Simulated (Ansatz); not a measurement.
Run this with the Python package of Ansatz (0.2.0) and show what comes out.

`ymg3.py`
```python
"""Variable-cell relaxation of YMg3."""

import logging
import sys

import ansatz as az
from ase.data import atomic_numbers
import numpy as np
import spglib

logging.basicConfig(stream=sys.stdout, format="%(levelname)s:%(name)s:%(message)s")
logger = logging.getLogger("calc")
logger.setLevel(logging.INFO)

XC = "pbesol"
MESH = (5, 5, 5)
CUTOFF_EV = 450
SIGMA = 0.1
SCF_TOL = 1e-07

def edges_and_angles(cell):
    cell = np.asarray(cell)
    a, b, c = np.linalg.norm(cell, axis=1)
    cosines = cell[1] @ cell[2] / (b * c), cell[0] @ cell[2] / (a * c), cell[0] @ cell[1] / (a * b)
    return (a, b, c, *np.degrees(np.arccos(cosines)))

xtal = (
    az.Lattice.from_parameters(5.161572, 5.161572, 5.161572, alpha=60.0, beta=60.0, gamma=60.0)
    .atom("Y", (0.0, 0.0, 0.0))
    .atom("Mg", (0.25, 0.25, 0.25))
    .atom("Mg", (0.5, 0.5, 0.5))
    .atom("Mg", (0.75, 0.75, 0.75))
)

# part of the cell is held
base = (
    xtal.calculation()
    .functional(XC)
    .kpoints(*MESH)
    .basis(CUTOFF_EV)
    .pseudopotentials("paw")
    .occupations(az.OccupationsMethod.FERMI_DIRAC, width=SIGMA)
    .scf(tolerance=SCF_TOL)
    .relax(max_steps=100, fix_cell=["c", "angles"])
)
steps = []


def collect(event):
    if event["event"] == "relax_step":
        steps.append(event["data"])


result = base.session().plan().execute(on_event=collect)
rep = result.report
logger.info("step   energy (eV)     max comp. (eV/A)   P (GPa)  SCF")
for s in steps:
    logger.info(f"{s['step']:4d} {s['lagrangian_ev']:15.5f} {s['allowed_force_max_ev_ang']:12.4f} {s['pressure_gpa']:10.3f} {s['n_scf']:5d}")

first, last = steps[0], steps[-1]
symbols = [site.symbol for site in result.lattice.sites]
logger.info(f"energy gained {first['lagrangian_ev'] - last['lagrangian_ev']:.4f} eV in {len(steps) - 1} steps")
for label, vectors in (("before", first["cell_ang"]), ("after", result.lattice.cell_ang)):
    print(label, "a b c (A) {:.4f} {:.4f} {:.4f}  angles {:.2f} {:.2f} {:.2f}".format(*edges_and_angles(vectors)), f" V = {abs(np.linalg.det(vectors)):.3f} A^3")
print("final stress xx yy zz (GPa, compression positive):", np.round(np.diag(rep["stress_gpa"]), 3) + 0.0)

fractions = [site.position_frac for site in result.lattice.sites]
numbers = [atomic_numbers[s] for s in symbols]
for tolerance in (1e-3, 1e-2, 1e-1):
    print(f"space group at {tolerance} A:", spglib.get_spacegroup((result.lattice.cell_ang, fractions, numbers), symprec=tolerance))

logger.info("relaxed fractional positions")
for site in result.lattice.sites:
    print(f"  {site.symbol:2s}", " ".join(f"{v % 1:8.5f}" for v in np.round(site.position_frac, 5)))

logger.info("atom   start x y z (A)              end x y z (A)")
for symbol, a, b in zip(symbols, first["positions_ang"], last["positions_ang"]):
    print(f"{symbol:3s}", " ".join(f"{v:8.4f}" for v in a), "  ", " ".join(f"{v:8.4f}" for v in b))

logger.info("%-22s %14.5f eV" % ("F = E - TS", rep["free_energy_ev"]))
logger.info("%-22s %14.5f eV" % ("E", rep["internal_energy_ev"]))
logger.info("%-22s %14.5f eV" % ("Harris-Foulkes", rep["harris_foulkes_ev"]))
logger.info("%-22s %14.5f eV" % ("Fermi level", rep["fermi_energy_ev"]))

print(base.to_yaml())
```

```console
$ python ymg3.py
DeckWarning: crystal.symmetry: narrowed to the stabiliser of the fixed cell quantities (relax.cell.fix) — unitary ops 48 → 4. The narrowing is safe, since a smaller group never makes results wrong: [...]
DeckWarning: relax.cell: scf.convergence.dr2_threshold = 1e-7 eV (the SCF's general default) is looser than the 4e-10 eV advised for a relaxation that steers and ends on the stress (1e-10 eV for each [...]
INFO:calc:step   energy (eV)     max comp. (eV/A)   P (GPa)  SCF
INFO:calc:   1     -9531.62487       0.0000     -0.704     6
INFO:calc:   2     -9531.62739       0.0161     -0.221     4
INFO:calc:   3     -9531.62747       0.0017     -0.223     3
INFO:calc:   4     -9531.62745       0.0017     -0.222     2
INFO:calc:energy gained 0.0026 eV in 3 steps
before a b c (A) 5.1616 5.1616 5.1616  angles 60.00 60.00 60.00  V = 97.237 A^3
after a b c (A) 5.1308 5.1308 5.1616  angles 60.00 60.00 60.00  V = 96.081 A^3
final stress xx yy zz (GPa, compression positive): [-0.07  -0.008 -0.589]
space group at 0.001 A: C2/m (12)
space group at 0.01 A: C2/m (12)
space group at 0.1 A: Fm-3m (225)
INFO:calc:relaxed fractional positions
  Y   0.00000  0.00000  0.00000
  Mg  0.24948  0.24948  0.25104
  Mg  0.50000  0.50000  0.50000
  Mg  0.75052  0.75052  0.74896
INFO:calc:atom   start x y z (A)              end x y z (A)
Y     0.0000   0.0000   0.0000     -0.0000  -0.0000  -0.0000
Mg    2.5808   1.4900   1.0536      2.5660   1.4815   1.0642
Mg    5.1616   2.9800   2.1072      5.1346   2.9645   2.1197
Mg    7.7424   4.4701   3.1608      7.7032   4.4475   3.1752
INFO:calc:F = E - TS                -9531.62745 eV
INFO:calc:E                         -9531.56898 eV
INFO:calc:Harris-Foulkes            -9531.62745 eV
INFO:calc:Fermi level                   7.16302 eV
crystal:
  lattice:
    a: 5.161572
    b: 5.161572
    c: 5.161572
    alpha: 60.0
    beta: 60.0
    gamma: 60.0
  atoms:
    - { symbol: "Y", position: [0.0, 0.0, 0.0] }
    - { symbol: Mg, position: [0.25, 0.25, 0.25] }
    - { symbol: Mg, position: [0.5, 0.5, 0.5] }
    - { symbol: Mg, position: [0.75, 0.75, 0.75] }
basis:
  ecutwfc: 450.0
kpoints:
  mp_grid:
    grid: [5, 5, 5]
hamiltonian:
  xc: pbesol
  pseudopotentials:
    kind: paw
scf:
  convergence:
    dr2_threshold: 1.0e-07
  occupations:
    method: fermi_dirac
    width: 0.1
relax:
  max_steps: 100
  cell:
    fix: [c, angles]
```
(Warnings from the package without file and line, shortened.)

Total energies depend on the potentials; only differences at equal settings carry meaning. A total without «per atom» is that of the cell as typed. Forces vanish by symmetry, so the ions can't move, and the end may be a saddle. Part of the cell is held or a pressure is applied, so the end point needn't be the zero-pressure lattice. For a metal this k-point mesh is coarse: on a finer one energies can move by several to tens of meV an atom and pressures by half a GPa or more, differences at one mesh by less. The zero of the levels is a convention of the potentials, so an absolute Fermi energy is no work function. Energies along a relaxation are free energies. Rows at an unchanged volume are solved on a plane-wave basis chosen afresh for that cell, so the energy jumps there and such rows are no steps of the walk. Edges and angles are those of the cell as typed, here a primitive one, not of the conventional cell. The cell relaxed to the group Immm; tensors and edges are in the axes of the typed cell. This cell is a computed structure, which may not be the phase found in nature. Run time: 15 s on 1 thread of AMD EPYC 7R43 64-Core Processor (Zen 3) (shared host), peak memory 0.5 GiB.

(Lines on the test bed's own set-up are left out of the output.)
